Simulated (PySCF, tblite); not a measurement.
# C₅H₁₀Si: geometry, infrared bands and NMR shifts

Wanted: the infrared bands and NMR shifts of C₅H₁₀Si (`C=C[SiH](C)C=C`), by calculation.

Programs: tblite 0.8.0 and PySCF 2.14.0, with density-fitted response routines of our own. Each step states its level of theory. These are calculated values for one molecule in the gas phase, unless marked as measured. Atoms count from 0, in the outputs and in this text.

## Step 1: The molecule as given

16 atoms, charge 0, multiplicity 1; geometry from: force field or distance geometry start.

Bonds of the start (Å): C0–C1 1.35, C1–Si2 1.84, Si2–C3 1.88, Si2–C4 1.85, C4–C5 1.33, C0–H6 1.09, C0–H7 1.11, C1–H8 1.08, Si2–H9 1.47, C3–H10 1.10, C3–H11 1.13, C3–H12 1.12, C4–H13 1.11, C5–H14 1.08, C5–H15 1.09.

## Step 2: Geometry optimisation with GFN2-xTB

The job: settings as JSON, then the geometry in Å.

```
{"job": {"kind": "relax", "xc": "GFN2-xTB", "basis": "xTB"}, "charge": 0, "multiplicity": 1}
C      2.324000    -0.901800     0.210300
C      1.045600    -0.938400    -0.214300
Si    -0.179500     0.152600     0.619600
C      0.503200     1.899800     0.673800
C     -1.823500     0.084000    -0.230800
C     -2.398800    -1.113600    -0.331100
H      3.094500    -1.528600    -0.246200
H      2.619200    -0.214400     1.032800
H      0.724500    -1.601100    -1.003800
H     -0.303600    -0.284600     2.022600
H      0.417700     2.346900    -0.328500
H     -0.078700     2.479500     1.449000
H      1.589400     1.884900     0.957500
H     -2.297800     0.987300    -0.655800
H     -3.357900    -1.273300    -0.806400
H     -1.886000    -1.970500     0.107300
```

Started as:

```bash
$ OMP_NUM_THREADS=1 python probes_run.py task.json out
```

This one command runs all jobs of the session in turn.

**Question.** This job is followed by: GFN2-xTB harmonic vibrations, gas phase; GIAO PBE0/pcSseg-1 NMR shielding, non-relativistic, gas phase. Predict these results of the whole session: strongest single infrared mode (GFN2-xTB); zero-point energy (GFN2-xTB); ¹³C shifts against TMS (PBE0/pcSseg-1, means over atoms taken as alike); ¹H shifts against TMS (PBE0/pcSseg-1, means over atoms taken as alike); ²⁹Si shifts against TMS (PBE0/pcSseg-1).

As calculated:

```
                                                               quantity                             value
                              strongest single infrared mode (GFN2-xTB)             2145 cm⁻¹, 338 km/mol
                                           zero-point energy (GFN2-xTB)                     80.0 kcal/mol
¹³C shifts against TMS (PBE0/pcSseg-1, means over atoms taken as alike)            145.5, 143.3, -3.7 ppm
 ¹H shifts against TMS (PBE0/pcSseg-1, means over atoms taken as alike)  6.60, 6.52, 6.13, 4.89, 0.27 ppm
                                ²⁹Si shifts against TMS (PBE0/pcSseg-1)                         -39.5 ppm
```

What this shows: Relaxing lowered the energy by 0.302 eV in 84 steps; the close pair that moved most is C1–Si2, from 1.840 to 1.892 Å. The lowest mode is imaginary (40i cm⁻¹), so the xTB geometry is not a minimum. The strongest single mode, at 2145 cm⁻¹, moves mainly H9. GFN2-xTB is a fitted tight-binding method: band positions and strengths are rough. Its intensities can rank the bands wrongly. The most deshielded carbon is C1, C4 (mean) (alkene CH), at 145.5 ppm: the olefinic region.
